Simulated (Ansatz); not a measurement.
Au, space group Fm-3m, a cleavage or sliding curve

Computed with Ansatz 0.2.0 through its Python package.

Typed at the interpreter:
```pycon
>>> import ansatz as az
>>> import numpy as np
>>> FUNCTIONAL = "LDA"
>>> MAX_ITERATIONS = 200
>>> MESH = (7, 7, 7)
>>> vectors0 = np.array([
...     [0.0, 2.035, 2.035],
...     [2.035, 0.0, 2.035],
...     [2.035, 2.035, 0.0],
... ])
>>> sites = [
...     ("Au", (0.0, 0.0, 0.0)),
... ]
>>> def on_lattice(cell):
...     crystal = az.Crystal(lattice=az.Lattice.of(cell))
...     for symbol, position in sites:
...         crystal = crystal.atom(symbol, position)
...     return crystal
...
>>> block = on_lattice(vectors0).supercell(1, 1, 3).resolved()
>>> cell0 = np.array(block.lattice.vectors)
>>> xyz = np.array([site.position for site in block.sites]) @ cell0
>>> normal = np.cross(cell0[0], cell0[1])
>>> area = np.linalg.norm(normal)
>>> normal *= np.sign(normal @ cell0[2]) / area
>>> # the atoms stay where they are; only the third vector changes
>>> energies = []
>>> for amount in [0, 0.25, 0.5, 0.75]:
...     cell = cell0.copy()
...     cell[2] += amount * cell0[1]
...     moved = az.Crystal(lattice=az.Lattice.of(cell))
...     for site, fraction in zip(block.sites, xyz @ np.linalg.inv(cell)):
...         moved = moved.atom(site.symbol, fraction)
...     job = (
...         moved.calculation()
...         .functional(FUNCTIONAL)
...         .occupations(az.OccupationsMethod.METHFESSEL_PAXTON, width=50 * az.meV)
...         .eigensolver("auto", full_accuracy=True)
...         .scf(max_iterations=MAX_ITERATIONS)
...         .kpoints(*MESH)
...     )
...     energies.append(job.run(threads=1, pin="off").report["free_energy_ev"])
...     print(f"shift {amount:5.3f} of the vector: {(energies[-1] - energies[0]) / area * 16.02177:8.4f} J/m^2")
...
DeckWarning: basis.ecutwfc = 420 eV, auto-derived from the records' recommended cutoffs: set by Au (normal level)
shift 0.000 of the vector:   0.0000 J/m^2
shift 0.250 of the vector:   0.2689 J/m^2
shift 0.500 of the vector:   0.6312 J/m^2
shift 0.750 of the vector:   0.2689 J/m^2
```

These settings explore the input space; cutoff and mesh may be short of convergence. Of the deposited cell: the entry's cell lengths or inner coordinates differ somewhat from later room-temperature determinations. Spin-orbit coupling, which matters for elements this heavy, is left out. Warnings are shown shortened and without file and line. The atoms are held rigidly, so these energies lie above those of relaxed faces or faults. Wall time of the script: 51 s on 1 thread of Arm Neoverse V1, with other jobs on the host, peak memory 0.5 GiB.

(Lines on the test bed's own set-up are left out of the output.)
